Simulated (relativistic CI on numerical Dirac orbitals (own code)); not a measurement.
**Fe⁵⁺: L2,3 absorption with charge transfer**

Aim: the L2,3 absorption spectrum of Fe⁵⁺ in a cubic metal-ligand cluster, for 3 values of Delta.

Program: relativistic CI on numerical Dirac orbitals (own code) version 3. Level of theory: charge-transfer multiplet model of a cubic metal-ligand cluster with up to 1 ligand holes, Slater and spin-orbit integrals from Dirac-Coulomb-Breit ions, Slater integrals scaled by 0.9. These are calculated values, not measurements, unless marked.

## (1) The atom as given

```
ion                  : Fe⁵⁺ (Fe VI)
nuclear charge       : 26
electrons            : 21
d electrons          : 3
ligand holes at most : 1
parameters           : in eV; Veg, Vt2g hoppings, tenDq and tenDqL metal and ligand splittings (negative tenDq: tetrahedral), red the scaling of hopping with a core hole
temperature          : 300 K
widths               : Lorentz 0.4 eV, Gauss 0.3 eV
```

## (2) Delta = 0.2 eV

Input settings:

```ini
cluster ion=Fe5+ d3 ligand_holes=1 slater_scale=0.9
Delta=0.2 Udd=6.9 Upd=7.7 tenDq=-0.15 tenDqL=0 Veg=1.23 Vt2g=-2.08 red=1
spectrum xas L2,3 T=300 lorentz=0.4 gauss=0.3
```

Launch:

```console
python run_levels.py task.json out
```

task.json lists these runs, among others, and the program works through them in turn.

## (3) Delta = 1.2 eV

Input settings:

```ini
cluster ion=Fe5+ d3 ligand_holes=1 slater_scale=0.9
Delta=1.2 Udd=6.9 Upd=7.7 tenDq=-0.15 tenDqL=0 Veg=1.23 Vt2g=-2.08 red=1
spectrum xas L2,3 T=300 lorentz=0.4 gauss=0.3
```

## (4) Delta = 2.2 eV

Input settings:

```ini
cluster ion=Fe5+ d3 ligand_holes=1 slater_scale=0.9
Delta=2.2 Udd=6.9 Upd=7.7 tenDq=-0.15 tenDqL=0 Veg=1.23 Vt2g=-2.08 red=1
spectrum xas L2,3 T=300 lorentz=0.4 gauss=0.3
```

(Steps that only read results are left out.)

**Question.** What will these runs give? Wanted: d count; ground spin.

As calculated:

| run | d count | weight without ligand hole | ground S | up to four highest peaks (% of the highest), eV from the first main peak |
| --- | --- | --- | --- | --- |
| Delta = 0.2 eV | 3.53 | 0.47 | 1.50 | 0.0 (100), 1.1 (68), 3.9 (47), 14.0 (39) |
| Delta = 1.2 eV | 3.47 | 0.53 | 1.50 | 0.0 (100), 1.2 (68), 3.7 (41), 4.1 (44) |
| Delta = 2.2 eV | 3.41 | 0.59 | 1.50 | 0.0 (100), 1.3 (68), 3.8 (41), 14.2 (38) |

```
                           quantity         value
                            d count  3.41 to 3.53
ground spin (effective S from ⟨S²⟩)          1.50
```

From Delta = 0.2 eV to Delta = 2.2 eV the ground-state d count goes from 3.53 to 3.41. In the first run the ligand-hole configurations outweigh d3 itself: the bond is strongly covalent. The space is cut at the given number of ligand holes while the last configuration still holds over a tenth of the ground state. The cluster parameters are drawn, not fitted to a compound.
